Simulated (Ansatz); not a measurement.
# H₅N₂NbO₂: one species, many methods

An exercise on one series of results from a longer session: the logs are not shown, and one member is left open.

The runs use Ansatz 0.2.0, Gaussian basis; functionals in def2-TZVPP, the program's frozen cores in correlated methods.

Levels to be run: LDA (SPW92), PBE-D4, revPBE-D4, BLYP-D4, r2SCAN-D4, B97M-V, PBE0-D4, B3LYP-D4, r2SCANh-D4, r2SCAN0-D4, HSE06-D4, BHLYP-D4, CAM-B3LYP-D4, LC-ωPBE, ωB97X-V, ωB97M-V, B2PLYP, PBE-QIDH; CCSD(T)/def2-SVP; CCSD(T)/def2-TZVPP; MP2/def2-QZVPP; extrapolation to the limit; RPA on PBE.

1 further run of the same task is left out (for a known fault of the program). Runs told in other sessions of the task aren't counted.

## The relaxed structure

An earlier PBE0-D4 in a triple-zeta def2 set relaxation fixed the geometry. Nb takes the def2 core potential; no spin-orbit term is included.

SMILES `[NH2][Nb]([NH2])(=[O])[OH]`, 10 atoms, charge 0, spin multiplicity 1.

Atoms are counted from 1 here; the program's logs count them from 0.

Bond lengths: N1–Nb2 1.978 Å, N1–H6 1.009 Å, N1–H7 1.010 Å, Nb2–N3 1.978 Å, Nb2–O4 1.696 Å, Nb2–O5 1.914 Å, N3–H8 1.009 Å, N3–H9 1.010 Å, O5–H10 0.955 Å. Angles: Nb2–N1–H6 123.7°, Nb2–N1–H7 126.5°, H6–N1–H7 109.8°, N1–Nb2–N3 110.5°, N1–Nb2–O4 107.4°, N1–Nb2–O5 110.8°, N3–Nb2–O4 107.4°, N3–Nb2–O5 110.8°, O4–Nb2–O5 109.7°, Nb2–N3–H8 123.6°, Nb2–N3–H9 126.6°, H8–N3–H9 109.8°, Nb2–O5–H10 135.8°.

Geometry (Å):

```csv
atom,x (Å),y (Å),z (Å)
N1,-1.61358,0.68270,-0.11182
Nb2,-0.04836,-0.52642,-0.16223
N3,1.26163,-0.02454,1.23283
O4,-0.60072,-2.08829,0.19931
O5,0.76471,-0.51382,-1.89494
H6,-2.55368,0.37275,0.08583
H7,-1.60484,1.68319,-0.24801
H8,1.54261,-0.64002,1.98200
H9,1.70270,0.87655,1.34738
H10,1.23273,0.12659,-2.42744
```

Set-up of the first run:

in.yaml

```yaml
crystal:
  periodic: [false, false, false]
  atoms:
    - {symbol: N, position_ang: [-1.613580, 0.682702, -0.111823]}
    - {symbol: Nb, position_ang: [-0.048356, -0.526424, -0.162233]}
    - {symbol: N, position_ang: [1.261629, -0.024536, 1.232829]}
    - {symbol: O, position_ang: [-0.600723, -2.088289, 0.199309]}
    - {symbol: O, position_ang: [0.764709, -0.513817, -1.894941]}
    - {symbol: H, position_ang: [-2.553680, 0.372750, 0.085829]}
    - {symbol: H, position_ang: [-1.604840, 1.683193, -0.248012]}
    - {symbol: H, position_ang: [1.542609, -0.640019, 1.981998]}
    - {symbol: H, position_ang: [1.702698, 0.876553, 1.347382]}
    - {symbol: H, position_ang: [1.232735, 0.126586, -2.427438]}
basis:
  gaussian: {orbitals: def2-TZVPP}
hamiltonian: {xc: lda}
output: {orbitals: {seedname: orbitals}}
```

Run with:

```console
$ ansatz run in.yaml --threads 4 --pin off --events-out ev --progress --plain --max-ram 10444MiB
```

Among the steps run: LDA; PBE-D4 (GGA); revPBE-D4 (GGA); BLYP-D4 (GGA); r2SCAN-D4 (meta-GGA); B97M-V (meta-GGA); PBE0-D4 (hybrid); B3LYP-D4 (hybrid); r2SCANh-D4 (hybrid); r2SCAN0-D4 (hybrid); HSE06-D4 (hybrid); BHLYP-D4 (hybrid); CAM-B3LYP-D4 (range-separated); LC-ωPBE (range-separated); ωB97X-V (range-separated); ωB97M-V (range-separated); B2PLYP (double hybrid); PBE-QIDH (double hybrid).

One table of the session follows, with a row left open; its other results are not shown here.

It belongs to the step «Frontier levels by functional». 

```
  functional  HOMO (eV)  gap (eV)
 LDA (SPW92)          ?         ?
      PBE-D4      -5.97      4.60
   revPBE-D4      -5.90      4.61
     BLYP-D4      -5.86      4.57
   r2SCAN-D4      -6.28      5.06
      B97M-V      -6.32      5.15
     PBE0-D4      -7.37      6.83
    B3LYP-D4      -7.13      6.33
  r2SCANh-D4      -6.80      5.90
  r2SCAN0-D4      -7.59      7.17
    HSE06-D4      -6.96      6.05
    BHLYP-D4      -8.69      8.76
CAM-B3LYP-D4      -8.77      9.01
     LC-ωPBE     -10.15     11.47
     ωB97X-V      -9.76     10.93
     ωB97M-V      -9.66     10.30
```

Estimate the missing values for LDA (SPW92).

The run gave: HOMO (eV): -6.18; gap (eV): 4.60. In the column «HOMO (eV)» it lies between r2SCAN-D4 (-6.28) and PBE-D4 (-5.97).
